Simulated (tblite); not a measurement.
# C6H14BPS: the cost of one run

Computed with tblite 0.8.0 and PySCF 2.14.0, with density-fitted response routines of our own, on a single molecule in the gas phase. Atoms count from 0, in the outputs and in this text.

## 1. The molecule as given

23 atoms, charge 0, multiplicity 1; geometry from: force field or distance geometry start.

Bonds of the start (Å): C0–C1 1.52, C1–C2 1.51, C2–B3 1.56, B3–P4 1.93, B3–C5 1.58, C5–C6 1.49, C6–C7 1.49, C6–S8 1.45, C0–H9 1.10, C0–H10 1.12, C0–H11 1.11, C1–H12 1.14, C1–H13 1.09, C2–H14 1.13, C2–H15 1.11, P4–H16 1.46, P4–H17 1.45, C5–H18 1.10, C5–H19 1.12, C7–H20 1.10, C7–H21 1.12, C7–H22 1.13.

## 2. Optimising the geometry with GFN2-xTB

What the job is given:

```
{"job": {"kind": "relax", "xc": "GFN2-xTB", "basis": "xTB"}, "charge": 0, "multiplicity": 1}
C     -3.621200     0.667800     0.428300
C     -2.521400    -0.300100     0.013800
C     -1.231300     0.411100     0.322300
B      0.073200    -0.371900    -0.020500
P     -0.036600    -2.286900    -0.252600
C      1.442200     0.212800     0.508100
C      2.491300     0.199400    -0.556400
C      3.847700     0.721800    -0.229000
S      2.150000    -0.332400    -1.857900
H     -4.599900     0.173900     0.524600
H     -3.622000     1.447700    -0.381500
H     -3.267500     1.159800     1.355600
H     -2.599500    -1.164400     0.749300
H     -2.624100    -0.653400    -1.010700
H     -1.223000     0.588700     1.435200
H     -1.275700     1.377000    -0.215600
H      0.220800    -2.676900    -1.631300
H      0.846100    -2.937500     0.692600
H      1.766800    -0.238800     1.455700
H      1.250200     1.297900     0.719200
H      4.648200    -0.020500    -0.317500
H      4.087600     1.539600    -0.958900
H      3.793400     1.212600     0.782900
```

On the command line:

```bash
$ OMP_NUM_THREADS=1 python probes_run.py task.json out
```

The driver reads the jobs from task.json and runs them one after another.

**Question.** How long does this first job take on 1 thread of Arm Neoverse V1, shared host, and how much memory does it need?

About 2.3 s, with a peak of 0.18 GiB.
